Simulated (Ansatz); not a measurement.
**RuH2+ (sextet): from Hartree-Fock to the top rungs, def2-TZVPP**

One table from this session's results is given with a row withheld; the runs are named, their logs left out.

Method: def2-TZVPP, core rule «outside noble gas», up to 4 orbitals frozen; program: Ansatz 0.2.0, Gaussian basis.

To be run: UHF; ROHF; CCSD(T) on UHF.

## The geometry

The geometry is a PBE0/def2-TZVP stationary point (not a proven minimum) of the parent state, kept for this charge and spin. No spin-orbit coupling is included. Elements past krypton take def2 core potentials.

3 atoms, charge 1, spin multiplicity 6.

Atoms are counted from 1 here; the program's logs count them from 0.

Bond lengths: Ru1–H2 1.687 Å, Ru1–H3 1.687 Å. Angles: H2–Ru1–H3 140.7°.

Set-up of the first run:

in.yaml reads:

```yaml
crystal:
  periodic: [false, false, false]
  atoms:
    - {symbol: Ru, position_ang: [0.000000, -0.011100, 0.000000]}
    - {symbol: H, position_ang: [0.000000, 0.556518, -1.588153]}
    - {symbol: H, position_ang: [0.000000, 0.556518, 1.588153]}
basis:
  gaussian: {orbitals: def2-TZVPP}
total_charge: 1
magnetization: {spin_polarized: true, initial_magnetization: 5}
hamiltonian: {xc: hf}
output: {orbitals: {seedname: orbitals}}
```

On the command line:

```
$ ansatz run in.yaml --threads 1 --pin off --events-out ev --progress --plain --max-ram 4096MiB --backend cpu
```

Among the steps run: UHF; ROHF; CCSD(T) on UHF.

One table of the session follows, with a row left open; its other results are not shown here.

```
  method  from UCCSD(T) (meV)
    ROHF              +6103.1
     UHF              +5931.9
    UMP2               +633.1
   UCCSD                    ?
UCCSD(T)                    0
```

Estimate the missing values for UCCSD.

**Answer.** from UCCSD(T) (meV): +189.4. In the column «from UCCSD(T) (meV)» it lies between UCCSD(T) (0) and UMP2 (+633.1).
